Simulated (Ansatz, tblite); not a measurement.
**[Ni(NH3)4]2+ (NiN₄H₁₂ (+2)): one state, many levels**

How do method and basis change the picture of [Ni(NH3)4]2+ (NiN₄H₁₂ (+2)) (singlet)?

The runs use Ansatz 0.2.0, Gaussian basis; as each input shows.

Plan: GFN1-xTB, GFN2-xTB, PBE-D4/def2-TZVP, r2SCAN-D4/def2-TZVP, revPBE-D4/def2-TZVP, BHLYP-D4/def2-TZVP, B3LYP-D4/def2-TZVP, LDA/def2-TZVP, LC-ωPBE/def2-TZVP, LC-ωPBE(0.10)/def2-SVP, LC-ωPBE(0.15)/def2-SVP, LC-ωPBE(0.20)/def2-SVP, LC-ωPBE(0.30)/def2-SVP, PBE-D4/def2-SVP, PBE0-D4/def2-SVP, HF/STO-3G, CCSD(T)/def2-SVP, MP2/def2-TZVP, RPA/def2-TZVP.

### Step 1. The relaxed structure

The geometry is that of the singlet, from an earlier relaxation (PBE0-D4/def2-SVP).

17 atoms, charge 2, spin multiplicity 1.

Bond lengths: Ni1–N2 1.951 Å, Ni1–N6 1.951 Å, Ni1–N10 1.951 Å, Ni1–N14 1.951 Å, N2–H3 1.028 Å, N2–H4 1.027 Å, N2–H5 1.026 Å, N6–H7 1.028 Å, N6–H8 1.026 Å, N6–H9 1.027 Å, N10–H11 1.027 Å, N10–H12 1.026 Å, N10–H13 1.028 Å, N14–H15 1.028 Å, N14–H16 1.026 Å, N14–H17 1.027 Å. Angles: N2–Ni1–N6 90.0°, N2–Ni1–N10 178.8°, N2–Ni1–N14 90.0°, N6–Ni1–N10 90.0°, N6–Ni1–N14 178.8°, N10–Ni1–N14 89.9°, Ni1–N2–H3 112.8°, Ni1–N2–H4 113.0°, Ni1–N2–H5 116.0°, H3–N2–H4 105.5°, H3–N2–H5 104.5°, H4–N2–H5 104.0°, Ni1–N6–H7 112.8°, Ni1–N6–H8 116.0°, Ni1–N6–H9 113.0°, H7–N6–H8 104.5°, H7–N6–H9 105.5°, H8–N6–H9 104.0° and more.

Formally the metal is d8. No spin-orbit coupling is included. The ion is computed in the gas phase, without counter-ions or solvent.

PBE0-D4/def2-TZVP was run before; its log isn't repeated, and its numbers join the tables.

### Step 2. GFN1-xTB

Tight binding, by tblite at 300 K electronic temperature and without a spin-polarisation term:

```python
tblite.interface.Calculator('GFN1-xTB', numbers, positions, charge=2, uhf=0).singlepoint()
```

Energy -612.8984 eV, HOMO -20.95 eV, LUMO -18.76 eV; 0.01 s.

### Step 3. GFN2-xTB

Tight binding, by tblite at 300 K electronic temperature and without a spin-polarisation term:

```python
tblite.interface.Calculator('GFN2-xTB', numbers, positions, charge=2, uhf=0).singlepoint()
```

Energy -589.8759 eV, HOMO -19.35 eV, LUMO -17.51 eV; 0.006 s.

### Step 4. PBE-D4/def2-TZVP

start.molden holds the orbitals of an earlier run on this state, given as this run's starting guess.

Input file in.yaml:

```yaml
crystal:
  periodic: [false, false, false]
  atoms:
    - {symbol: Ni, position_ang: [0.000257, 0.000176, -0.000064]}
    - {symbol: N, position_ang: [1.950926, -0.010426, -0.035119]}
    - {symbol: H, position_ang: [2.367165, 0.317385, 0.845678]}
    - {symbol: H, position_ang: [2.342804, 0.596186, -0.765544]}
    - {symbol: H, position_ang: [2.393160, -0.919962, -0.205343]}
    - {symbol: N, position_ang: [0.011568, 1.950937, 0.026047]}
    - {symbol: H, position_ang: [-0.327102, 2.363144, -0.852581]}
    - {symbol: H, position_ang: [0.923194, 2.393831, 0.182941]}
    - {symbol: H, position_ang: [-0.586007, 2.346201, 0.762155]}
    - {symbol: N, position_ang: [-1.950696, 0.010305, -0.004691]}
    - {symbol: H, position_ang: [-2.353620, -0.590362, -0.734015]}
    - {symbol: H, position_ang: [-2.395760, 0.921070, -0.160333]}
    - {symbol: H, position_ang: [-2.353212, -0.325014, 0.879640]}
    - {symbol: N, position_ang: [-0.011689, -1.950760, 0.013843]}
    - {symbol: H, position_ang: [0.311283, -2.357396, -0.873278]}
    - {symbol: H, position_ang: [-0.920724, -2.394207, 0.183894]}
    - {symbol: H, position_ang: [0.598452, -2.351118, 0.736781]}
basis:
  gaussian: {orbitals: def2-TZVP, initial_orbitals: start.molden}
total_charge: 2
hamiltonian: {xc: pbe, dispersion: d4}
scf: {omitted_lower_state_checks: [starts]}
output: {orbitals: {seedname: orbitals}}
```

Launch:

```bash
$ ansatz run in.yaml --threads 4 --pin off --events-out ev --progress --plain --max-ram 8704MiB
```

The runs that follow: r2SCAN-D4/def2-TZVP; revPBE-D4/def2-TZVP; BHLYP-D4/def2-TZVP; B3LYP-D4/def2-TZVP; LDA/def2-TZVP; LC-ωPBE/def2-TZVP; LC-ωPBE(0.10)/def2-SVP; LC-ωPBE(0.15)/def2-SVP; LC-ωPBE(0.20)/def2-SVP; LC-ωPBE(0.30)/def2-SVP; PBE-D4/def2-SVP; PBE0-D4/def2-SVP; HF/STO-3G; CCSD(T)/def2-SVP; MP2/def2-TZVP; RPA/def2-TZVP.

Before running them: what should the planned runs give, taken together? Wanted: gap in def2-TZVP, named functionals, smallest and largest; gap over the ω; correlation energy, CCSD(T)/def2-SVP; correlation energy, MP2/def2-TZVP; PBE0 total energy, smallest basis above largest.

As calculated:

| quantity | value |
| --- | --- |
| gap in def2-TZVP, named functionals, smallest and largest | 1.60 eV (LDA), 10.63 eV (LC-ωPBE) |
| gap over the ω (1/bohr) | 4.49 eV at 0.1, 8.95 eV at 0.3 |
| correlation energy, CCSD(T)/def2-SVP | -32.89 eV |
| correlation energy, MP2/def2-TZVP | -40.59 eV |
| PBE0 total energy, smallest basis above largest | 12.67 eV (def2-SVP, def2-TZVP) |

In words: Over the named functionals in def2-TZVP the gap runs from 1.60 eV (LDA) to 10.63 eV (LC-ωPBE); exact exchange widens it. Raising the ω (1/bohr) from 0.1 to 0.3 moves the HOMO by -2.67 eV and the LUMO by +1.80 eV. Notes on CCSD(T)/def2-SVP and its Hartree-Fock reference, which MP2 shares: restricted state is unstable towards broken spin symmetry.
